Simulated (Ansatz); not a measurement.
# Ba2Tl5V3O12 (R-3m) in Ansatz: single point with PBE

Aim: the single point of Ba2Tl5V3O12 with PBE.

Program: Ansatz 0.2.0. These are calculated values, not measurements. Logs are shortened: lines on timing, memory, paths and dates and some standing lists are left out, and cuts for length are marked.

### Step 1. The structure

The structure is trigonal, space group R-3m (No. 166). Conventional cell: a = 8.474 Å, b = 8.474 Å, c = 18.385 Å, α = 90.00°, β = 90.00°, γ = 120.00°. Ba (site symmetry -3m) has 12 O at 3.23 Å as nearest neighbours. Ba (site symmetry -3m) has 12 O at 3.22 Å as nearest neighbours. Around V (site symmetry 2/m) lie 4 O at 1.82 Å. Around Tl (site symmetry 2/m) lie 4 O at 2.36 Å. Around Tl (site symmetry 3m) lie 3 V at 2.80 Å and 6 O at 2.84 Å and 3 Tl at 2.98 Å. O (site symmetry 1) has 1 V at 1.82 Å as nearest neighbours.

The cell was built by a generator and needn't be a form met in nature.

### Step 2. Single point, PBE, collinear spin, ferromagnetic start

File input.yaml:

```yaml
crystal:
  lattice:
    - [4.23698, 2.44622, 6.1284]
    - [-4.23698, 2.44622, 6.1284]
    - [0.0, -4.89244, 6.1284]
  atoms:
    - { symbol: Ba, position: [0.5, 0.5, 0.5] }
    - { symbol: Ba, position: [0.0, 0.0, 0.0] }
    - { symbol: V, position: [0.5, 0.5, 0.0], spin: 2.0 }
    - { symbol: V, position: [0.0, 0.5, 0.5], spin: 2.0 }
    - { symbol: V, position: [0.5, 0.0, 0.5], spin: 2.0 }
    - { symbol: Tl, position: [0.0, 0.0, 0.5] }
    - { symbol: Tl, position: [0.5, 0.0, 0.0] }
    - { symbol: Tl, position: [0.0, 0.5, 0.0] }
    - { symbol: Tl, position: [0.74045, 0.74045, 0.74045] }
    - { symbol: Tl, position: [0.25955, 0.25955, 0.25955] }
    - { symbol: O, position: [0.71652, 0.08089, 0.41242] }
    - { symbol: O, position: [0.41242, 0.71652, 0.08089] }
    - { symbol: O, position: [0.08089, 0.41242, 0.71652] }
    - { symbol: O, position: [0.58757, 0.91911, 0.28348] }
    - { symbol: O, position: [0.91911, 0.28348, 0.58757] }
    - { symbol: O, position: [0.28348, 0.58757, 0.91911] }
    - { symbol: O, position: [0.28348, 0.91911, 0.58757] }
    - { symbol: O, position: [0.58757, 0.28348, 0.91911] }
    - { symbol: O, position: [0.91911, 0.58757, 0.28348] }
    - { symbol: O, position: [0.41242, 0.08089, 0.71652] }
    - { symbol: O, position: [0.08089, 0.71652, 0.41242] }
    - { symbol: O, position: [0.71652, 0.41242, 0.08089] }
hamiltonian:
  xc: pbe
  pseudopotentials: { kind: nc }
magnetization:
  spin_polarized: true
kpoints:
  mp_grid: { grid: [4, 4, 4] }
scf:
  occupations: { method: fermi_dirac, width: 0.05 }
output:
  forces: true
  stress: true
  eigenvalues: true
```

Potentials or basis: Ansatz NC.

On the command line:

```sh
> ansatz run input.yaml --threads 8 --pin off --max-ram 20480MiB --backend cpu --events-out ev --progress --plain --runs-dir out
```

The log of the run:

```text
Warning: the atoms were moved onto the symmetric positions of the space group found under crystal.symmetry.tolerance 1.0e-5 (fractional; no operation is sought that the atoms, as they stand in a round, miss by more than twice it, and no atom is moved by as much as it), and the run uses the moved positions. Before a round's move an operation carried an atom to 5.63e-5 Å from where it should land, the largest such distance. Atom 10 (counting from 0) moved farthest, by 3.92e-5 Å; the longest move in fractions of the cell, of whichever atom, is 0.50 of the tolerance, in 1 round. To run the atoms as typed, lower crystal.symmetry.tolerance until the operations that they miss are no longer found, or set crystal.symmetry.detect: false (a key that needs symmetry detection or time reversal refuses this as the deck is read). The positions used, in the order of the run's atom list: position: [0.5, 0.5, 0.5]; position: [2.333988698247384e-17, 2.333988698247384e-17, 2.333988698247384e-17]; position: [0.5, 0.5, 2.333988698247384e-17]; position: [2.333988698247384e-17, 0.5, 0.5]; position: [0.5, 2.333988698247384e-17, 0.5]; position: [2.333988698247384e-17, 2.333988698247384e-17, 0.5]; position: [0.5, 2.333988698247384e-17, 2.333988698247384e-17]; position: [2.333988698247384e-17, 0.5, 2.333988698247384e-17]; position: [0.74045, 0.74045, 0.74045]; position: [0.25955, 0.25955, 0.25955]; position: [0.71652, 0.08089000000000003, 0.412425]; position: [0.412425, 0.71652, 0.08089000000000003]; position: [0.08089000000000003, 0.412425, 0.71652]; position: [0.5875750000000001, 0.91911, 0.28348]; position: [0.91911, 0.28348, 0.5875750000000001]; position: [0.28348, 0.5875750000000001, 0.91911]; position: [0.28348, 0.91911, 0.5875750000000001]; position: [0.5875750000000001, 0.28348, 0.91911]; position: [0.91911, 0.5875750000000001, 0.28348]; position: [0.412425, 0.08089000000000003, 0.71652]; position: [0.08089000000000003, 0.71652, 0.412425]; position: [0.71652, 0.412425, 0.08089000000000003]; The lattice was moved too: crystal.lattice keeps the space group found at crystal.symmetry.tolerance 1.0e-5 only nearly: the operation that it misses by the most changes a squared length by the fraction 1.09e-6. The run uses the lattice that is a stretch of the typed one, with no rotation, onto the one that keeps every operation to a double's rounding (on a very oblique basis the stretch itself rounds by more); the deck's lattice vector that moved farthest moved by 1.54e-6 Å. To run the lattice as typed, set crystal.symmetry.tolerance under 1.09e-6, the least fraction by which an operation that the lattice misses changes a squared length (the same key also sets how far an atom may lie from its image, so lowering it can lose operations that the atoms keep only within it), or set crystal.symmetry.detect: false, as for the atoms. crystal.lattice made exact, in Å and degrees: [[4.23697866324578, 2.446220771775652, 6.1284], [-4.23697866324578, 2.446220771775652, 6.1284], [0.0, -4.892441543551304, 6.1284]]. Pasted over the deck's crystal.lattice, beside positions in fractional coordinates, it runs the same cell (given as lengths and angles, that cell in the form's own orientation, a rigid turn of the misfit's size from the one run here, for which a checkpoint.post_process_only pass over this run's state can be refused: where this run relaxes nothing, give such a pass this deck's own crystal.lattice, as typed; behind a relaxation, as crystal.lattice, the state's own cell, identity.cell in its checkpoint.json), and a matrix so pasted ends this notice, except on a very skew basis of the lattice, where the rounding of the pasted numbers themselves can read as a misfit: the cell is then moved again, and that move is told again. The lattice as run is in this notice's lattice.as_run_ang field (Run.prep()["deck_notices"] in Python, the deck_notice line of an events file, deck_notices of ansatz run --dry-run=json, or deck_notices in record.json in the deck's checkpoint.write directory).
[... 106 lines left out ...]
  k-point 2 ↑: bands = ["-56.7048", "-56.7048", "-56.7048", "-30.6105", "-30.6102", "-30.6099", "-30.5755", "-30.5746", "-30.5738", "-30.5648", "-30.5644", "-30.5640", "-18.8525", "-18.7856", "-9.3460", "-9.3100", "-9.1514", "-8.7720", "-8.7674", "-8.6022", "-8.5713", "-8.4045", "-8.3749", "-8.3631", "-8.3350", "-8.2952", "-4.1040", "-3.9859", "-3.9147", "-3.8960", "-3.7757", "-3.7508", "-3.5503", "-3.4813", "-3.3924", "-3.2151", "-3.1116", "-3.0707", "-3.0695", "-3.0521", "-3.0513", "-3.0091", "-2.6600", "-2.5174", "-2.5160", "-2.5102", "-2.4660", "-2.4656", "-2.4643", "-2.4525", "-2.3712", "-2.3626", "-2.3498", "-2.3477", "-2.3060", "-2.2883", "-2.2540", "0.8853", "1.0176", "2.2002", "2.3465", "2.9452", "3.6309", "3.7833", "4.1103", "4.1176", "4.2748", "4.3058", "4.5082", "4.6381", "4.6666", "4.8197", "4.9106", "5.0453", "5.1993", "5.2447", "5.3264", "5.4851", "5.5707", "5.7250", "6.0812", "6.0854", "6.1651", "6.2278", "6.4008", "6.4749", "6.5341", "6.5468", "6.7600", "6.8406", "6.8623", "6.9622", "7.1083", "7.4364", "7.6573", "7.6698", "7.7316", "8.1096", "8.3287", "8.5988", "8.8145", "9.6689", "9.9996", "10.0268", "10.0429", "10.1091", "10.1975", "10.4469", "10.4937", "10.5252", "10.5865", "10.7238", "11.8518", "12.0149", "12.1485", "13.1786", "13.2350", "13.2431", "13.3068", "13.5781", "13.6382", "13.6501", "13.6540"]
  k-point 12 ↓: bands = ["-56.3795", "-56.3794", "-56.3794", "-30.3381", "-30.3375", "-30.3375", "-30.3254", "-30.3254", "-30.3241", "-30.1034", "-30.1006", "-30.1006", "-18.8513", "-18.7866", "-9.3611", "-9.1334", "-9.1334", "-8.7441", "-8.6979", "-8.6979", "-8.6205", "-8.6205", "-8.4855", "-8.4460", "-8.4460", "-8.2825", "-4.1331", "-3.9922", "-3.9023", "-3.9023", "-3.7674", "-3.7674", "-3.5313", "-3.5313", "-3.1882", "-3.1882", "-3.1281", "-3.0935", "-3.0935", "-3.0143", "-2.9962", "-2.9962", "-2.9110", "-2.5104", "-2.5104", "-2.4726", "-2.4668", "-2.4612", "-2.4612", "-2.3755", "-2.3618", "-2.3618", "-2.2642", "-2.2642", "-2.2535", "-2.2405", "-2.2405", "0.8454", "1.3179", "2.5748", "2.5748", "3.5484", "3.5484", "3.6725", "3.7012", "3.8662", "3.8662", "3.8976", "4.0684", "4.2918", "4.2918", "4.6803", "4.6803", "5.2262", "5.2262", "5.3573", "5.6181", "5.7017", "5.7017", "5.7595", "5.7595", "5.8581", "6.1695", "6.1695", "6.3562", "6.7216", "6.8784", "6.8784", "7.1063", "7.1063", "7.2156", "7.2953", "7.2953", "7.3171", "7.4322", "7.6574", "8.1745", "8.8166", "8.8166", "9.1114", "9.1114", "9.7139", "9.8922", "9.8922", "10.1428", "10.1428", "10.1804", "10.3398", "10.3597", "10.3597", "10.7848", "11.3638", "11.3638", "11.7916", "13.0024", "13.0024", "13.3629", "13.3629", "13.4864", "13.7605", "13.7649", "13.7757", "13.7757"]
```

Run time: 4.8 min. Hardware: 8 threads of AMD EPYC 7R43 (Zen 3), shared host; peak memory 10 GiB.

What came out:

| Property | Result |
| --- | --- |
| Free energy | -23337.4012 eV |
| Pressure | 0.0 GPa |
| Largest force | 0.018 eV/Å |
| Band gap on the k mesh | none (metal or under the smearing width) |
| Net moment | 1.10 μB per cell |
| Absolute moment | 1.65 μB per cell |
| Site moments | Ba +0.00, -0.00; V +0.24; Tl -0.00, +0.02; O -0.02 μB |

Forces on the atoms (eV/Å):
```
Ba   0.000  0.000  0.000
Ba   0.000  0.000  0.000
V    0.000  0.000  0.000
V    0.000  0.000  0.000
V    0.000  0.000  0.000
Tl   0.000  0.000  0.000
Tl   0.000  0.000  0.000
Tl   0.000  0.000  0.000
Tl   0.000  0.000 -0.005
Tl   0.000  0.000  0.005
O   -0.008 -0.009 -0.014
O    0.011 -0.002 -0.014
O   -0.004  0.011 -0.014
O   -0.004 -0.011  0.014
O   -0.008  0.009  0.014
O    0.011  0.002  0.014
O    0.008  0.009  0.014
O   -0.011  0.002  0.014
O    0.004 -0.011  0.014
O    0.004  0.011 -0.014
O    0.008 -0.009 -0.014
O   -0.011 -0.002 -0.014
```

Caveat: semilocal functionals often make such compounds metallic where correlation or magnetic order opens a gap, which also shifts bond lengths. With open d or f shells a metallic result of PBE can be an artefact of self-interaction; +U or a hybrid may open a gap.
